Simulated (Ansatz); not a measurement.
# HfHCl+ (doublet): the correlation ladder, def2-TZVPP

An exercise on one series of results from a longer session: the logs are not shown, and one member is left open.

Method: def2-TZVPP, core rule «outside noble gas», up to 9 orbitals frozen; program: Ansatz 0.2.0, Gaussian basis.

The runs, in order: UHF; CCSD(T) on ROHF; CCSD(T) on UHF; CCSDT(Q) on ROHF; CCSDT(Q) on UHF.

7 further runs of the same task are left out: 3 for a known fault of the program, 4 set aside as unsound or not needed.

## The system

The geometry is a PBE0/def2-TZVP stationary point (not a proven minimum) of the parent state, kept for this charge and spin. No spin-orbit coupling is included. Elements past krypton take def2 core potentials.

3 atoms, charge 1, spin multiplicity 2.

Atoms are counted from 1 here; the program's logs count them from 0.

Bond lengths: Hf1–Cl2 2.337 Å, Hf1–H3 1.882 Å. Angles: Cl2–Hf1–H3 180.0°.

As a file:

```
atom   x (Å)   y (Å)    z (Å)
 Hf1  0.0000  0.0000   0.1515
 Cl2  0.0000  0.0000  -2.1854
  H3  0.0000  0.0000   2.0339
```

Set-up of the first run:

Input file in.yaml:

```yaml
crystal:
  periodic: [false, false, false]
  atoms:
    - {symbol: Hf, position_ang: [0.000000, 0.000000, 0.151500]}
    - {symbol: Cl, position_ang: [0.000000, 0.000000, -2.185400]}
    - {symbol: H, position_ang: [0.000000, 0.000000, 2.033900]}
basis:
  gaussian: {orbitals: def2-TZVPP}
total_charge: 1
magnetization: {spin_polarized: true, initial_magnetization: 1}
hamiltonian: {xc: hf}
output: {orbitals: {seedname: orbitals}}
```

On the command line:

```
ansatz run in.yaml --threads 1 --pin off --events-out ev --progress --plain --max-ram 2560MiB --backend cpu
```

Among the steps run: UHF; CCSD(T) on ROHF; CCSD(T) on UHF; CCSDT(Q) on ROHF; CCSDT(Q) on UHF.

One table of the session follows, with a row left open; its other results are not shown here.

| method | from RCCSDT(Q) (kcal/mol) |
| --- | --- |
| ROHF | +183.11 |
| UHF | +181.82 |
| RMP2 | ? |
| UMP2 | +23.46 |
| RCCSD | +8.92 |
| UCCSD | +8.38 |
| RCCSD(T) | +0.88 |
| UCCSD(T) | +0.36 |
| RCCSDT | +0.36 |
| UCCSDT | -0.16 |
| RCCSDT(Q) | 0 |
| UCCSDT(Q) | -0.64 |

Estimate the missing values for RMP2.

The run gave: from RCCSDT(Q) (kcal/mol): +23.99. In the column «from RCCSDT(Q) (kcal/mol)» it lies between UMP2 (+23.46) and UHF (+181.82).

To keep in mind: Warnings: coupled cluster took another determinant than the lowest. Restricted and unrestricted rows rest on different reference determinants; where their highest levels disagree by more than a few hundredths of an eV, they describe different states and don't form one ladder.
